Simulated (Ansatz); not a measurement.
Run this with the Ansatz DFT code, driven from Python and show what comes out.

`ir3rh_ir3rh_pm_3m.vasp`
```text
Ir3Rh
1.0
   3.84033585    0.00000000    0.00000000
   0.00000000    3.84033585    0.00000000
   0.00000000    0.00000000    3.84033585
Ir Rh
3 1
Direct
   0.50000000    0.00000000    0.50000000
   0.00000000    0.50000000    0.50000000
   0.50000000    0.50000000    0.00000000
   0.00000000    0.00000000    0.00000000
```

Contents of `ir3rh_irrh3_pm_3m.extxyz`:
```text
4
Lattice="3.81706029 0.0 0.0 0.0 3.81706029 0.0 0.0 0.0 3.81706029" Properties=species:S:1:pos:R:3 pbc="T T T"
Ir    0.00000000    0.00000000    0.00000000
Rh    0.00000000    1.90853015    1.90853015
Rh    1.90853015    0.00000000    1.90853015
Rh    1.90853015    1.90853015    0.00000000
```

Input file `ir3rh_ir.cif`:
```cif
data_Ir
_cell_length_a 2.709068
_cell_length_b 2.709068
_cell_length_c 2.709068
_cell_angle_alpha 60.00000
_cell_angle_beta 60.00000
_cell_angle_gamma 60.00000
_symmetry_space_group_name_H-M 'P 1'
_symmetry_Int_Tables_number 1
loop_
_symmetry_equiv_pos_as_xyz
'x, y, z'
loop_
_atom_site_label
_atom_site_type_symbol
_atom_site_fract_x
_atom_site_fract_y
_atom_site_fract_z
Ir1 Ir    0.000000    0.000000    0.000000
```

`ir3rh_rh.cif`
```cif
data_Rh
_cell_length_a 2.683965
_cell_length_b 2.683965
_cell_length_c 2.683965
_cell_angle_alpha 60.00000
_cell_angle_beta 60.00000
_cell_angle_gamma 60.00000
_symmetry_space_group_name_H-M 'P 1'
_symmetry_Int_Tables_number 1
loop_
_symmetry_equiv_pos_as_xyz
'x, y, z'
loop_
_atom_site_label
_atom_site_type_symbol
_atom_site_fract_x
_atom_site_fract_y
_atom_site_fract_z
Rh1 Rh    0.000000    0.000000    0.000000
```

Script `run_hull.py`:
```python
from collections import Counter

import ansatz as az
from ase.io import read
import numpy as np
import pandas as pd


def ground_state(name, crystal):
    calc = (
        crystal.calculation()
        .functional("lda")
        .basis(470)
        .accuracy("low")
        .mixing("broyden", ndim=6, beta=0.2)
        .eigensolver("davidson", full_accuracy=True)
        .scf(tolerance=1e-06)
        .kpoints(spacing=0.3)
        .occupations("fermi_dirac", width=0.05)
    )
    calc = calc.relax(force_tolerance=0.01, max_steps=60, cell=True)
    return calc.run(threads=1, pin="off")


def counts(outcome):
    return Counter(site.symbol for site in outcome.lattice.sites)

def formation_energy(outcome, mu):
    n = counts(outcome)
    return (outcome.report["energy_sigma0_ev"] - sum(k * mu[element] for element, k in n.items())) / sum(n.values())

phases = {}
atoms = read("ir3rh_ir3rh_pm_3m.vasp", format="vasp")
ir3rh_pm_3m = az.Crystal.from_ase(atoms)
phases["Ir3Rh Pm-3m"] = ir3rh_pm_3m
irrh3_pm_3m = az.Crystal.from_extxyz("ir3rh_irrh3_pm_3m.extxyz")
phases["IrRh3 Pm-3m"] = irrh3_pm_3m
atoms = read("ir3rh_ir.cif")
ir = az.Crystal.from_ase(atoms)
phases["Ir"] = ir
atoms = read("ir3rh_rh.cif")
rh = az.Crystal.from_ase(atoms)
phases["Rh"] = rh

done = {name: ground_state(name, crystal) for name, crystal in phases.items()}

references = {"Ir": "Ir", "Rh": "Rh"}
mu = {element: done[name].report["energy_sigma0_ev"] / len(done[name].lattice.sites) for element, name in references.items()}
points = sorted((counts(o)["Rh"] / len(o.lattice.sites), formation_energy(o, mu), name) for name, o in done.items())

hull = []
for x, e, _ in points:
    while len(hull) > 1 and (hull[-1][0] - hull[-2][0]) * (e - hull[-2][1]) - (hull[-1][1] - hull[-2][1]) * (x - hull[-2][0]) <= 0:
        hull.pop()
    hull.append((x, e))
rows = [(name, x, e, e - np.interp(x, *zip(*hull))) for x, e, name in points]
print(pd.DataFrame(rows, columns=["phase", "x(Rh)", "E_form (eV/atom)", "above hull (eV/atom)"]).round(4).to_string(index=False))
print("on the hull of these phases:", ", ".join(row[0] for row in rows if row[3] < 1e-6))
```

```console
$ python run_hull.py
DeckWarning: scf.convergence.dr2_threshold = 1e-6 eV is looser than this run's default, which is 1e-7 eV or tighter. The error in the forces grows as the threshold's square root, so leave the key out unless less accurate forces are enough
DeckWarning: relax.cell: scf.convergence.dr2_threshold = 1e-6 eV is looser than the 4e-10 eV advised for a relaxation that steers and ends on the stress (1e-10 eV for each atom of the cell: 4). What [...]
DeckWarning: relax.cell: scf.convergence.dr2_threshold = 1e-6 eV is looser than the 1e-10 eV advised for a relaxation that steers and ends on the stress (1e-10 eV for each atom of the cell: 1). What [...]
      phase  x(Rh)  E_form (eV/atom)  above hull (eV/atom)
         Ir   0.00            0.0000                   0.0
Ir3Rh Pm-3m   0.25           -0.0239                   0.0
IrRh3 Pm-3m   0.75           -0.0175                   0.0
         Rh   1.00            0.0000                   0.0
on the hull of these phases: Ir, Ir3Rh Pm-3m, IrRh3 Pm-3m, Rh
```
(Warnings from the package without file and line, shortened.)

Notes:
- These settings explore the input space; cutoff and mesh may be short of convergence.
- For the metals among these phases the mesh is modest: differences between phases can be off by up to 40 meV an atom.
- Spin-orbit coupling, which matters for elements this heavy, is left out.
- The cells come from databases of deposited and of computed structures, and not all need be stable phases.
- Differences under about 40 meV an atom lie within the error of mesh and functional, so such verdicts may flip; only the cells listed enter the hull.
- Wall time of the script: 51 s on 1 thread of Arm Neoverse V2, with other jobs on the host, peak memory 0.49 GiB.
